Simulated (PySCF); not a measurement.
NCGeFCl2, in a box:

```
CELL_PARAMETERS angstrom
13.00000 0.00000 0.00000
0.00000 13.00000 0.00000
0.00000 0.00000 13.00000
ATOMIC_POSITIONS crystal
N 0.62825 0.37913 0.60837
C 0.56861 0.43259 0.57076
Ge 0.47142 0.52324 0.50915
F 0.37375 0.44850 0.46272
Cl 0.53893 0.60221 0.38542
Cl 0.41074 0.62410 0.61982
```

Base run:

- Program: PySCF 2.14.0
- Functional: M06
- Potentials or basis: def2-svp (all-electron)
- k mesh: 1 × 1 × 1
- Occupations: fixed
- Spin: no spin polarisation

Its results: gap between the frontier levels 8.31 eV.

After a change of settings the same cell gave: gap between the frontier levels 6.04 eV. Which change was it?
A. functional from M06 to M06-L; dispersion from none to D3
B. functional from M06 to SCAN; dispersion from none to D3
C. functional from M06 to SOGGA11

C.

M06 gives the wider gap, since exact exchange removes part of the self-interaction.

Caveats: this is a molecule in a periodic box at the Γ point, so its band gap is the HOMO-LUMO gap; relativity is left out, which matters for the heavier elements; the basis of atomic orbitals isn't converged, which shifts pressures, moduli and gaps.

Runs at the PBE level aren't shown here.
